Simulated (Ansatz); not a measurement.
# TlNiF3: the cost of one run

Method: DFT PBEsol, scalar-relativistic, plane waves, PAW, in Ansatz 0.2.0.

## 1. The system as given

Symmetry: Pm-3m, No. 221, cubic system. The conventional cell has a = 4.087 Å, b = 4.087 Å, c = 4.087 Å, α = 90.00°, β = 90.00°, γ = 90.00°. Tl (site symmetry m-3m) has 12 F at 2.89 Å as nearest neighbours. Ni (site symmetry m-3m) has 6 F at 2.04 Å as nearest neighbours. Around F (site symmetry 4/mmm) lie 2 Ni at 2.04 Å and 4 Tl at 2.89 Å.

Structure file:

```cif
data_structure
_symmetry_space_group_name_H-M 'Pm-3m'
_symmetry_Int_Tables_number 221
_cell_length_a 4.0874
_cell_length_b 4.0874
_cell_length_c 4.0874
_cell_angle_alpha 90.000
_cell_angle_beta 90.000
_cell_angle_gamma 90.000
_cell_volume 68.29
loop_
_atom_site_label
_atom_site_type_symbol
_atom_site_symmetry_multiplicity
_atom_site_Wyckoff_symbol
_atom_site_fract_x
_atom_site_fract_y
_atom_site_fract_z
_atom_site_occupancy
Tl1 Tl 1 b 0.50000 0.50000 0.50000 1
Ni1 Ni 1 a 0.00000 0.00000 0.00000 1
F1 F 3 d 0.50000 0.00000 0.00000 1
```

The structure comes from the Materials Project (structure only).

(A quick probe on a coarse mesh, which set the mesh and smearing, is not shown.)

## 3. The relaxation

File input.yaml:

```yaml
crystal:
  lattice:
    - [4.0873575233, 0.0, 0.0]
    - [0.0, 4.0873575233, 0.0]
    - [0.0, 0.0, 4.0873575233]
  atoms:
    - { symbol: Tl, position: [0.5, 0.5, 0.5] }
    - { symbol: Ni, position: [0.0, 0.0, 0.0], spin: -1.85 }
    - { symbol: F, position: [0.5, 0.0, 0.0] }
    - { symbol: F, position: [0.0, 0.5, 0.0] }
    - { symbol: F, position: [0.0, 0.0, 0.5] }
basis:
  ecutwfc: 420
kpoints:
  mp_grid: { grid: [10, 10, 10] }
hamiltonian:
  xc: pbesol
scf:
  occupations: { method: gaussian, width: 0.02 }
output:
  forces: true
  stress: true
  eigenvalues: true
  populations: true
  write_density: true
  write_potential: true
  elf: true
  volumetric_format: npy
magnetization:
  spin_polarized: true
relax:
  adjacent_minimum: "off"
  f_tol: 0.005
  max_steps: 80
  cell: { stress_tol: 0.05 }
```

Started as:

```
> ansatz run input.yaml --threads 1 --pin off --max-ram 2560MiB --backend cpu --events-out ev --progress --plain --runs-dir out
```

Q: Estimate wall time and peak memory on 1 thread of Intel Xeon Platinum 8488C (Sapphire Rapids), shared host.

About 81 s, with a peak of 0.57 GiB.
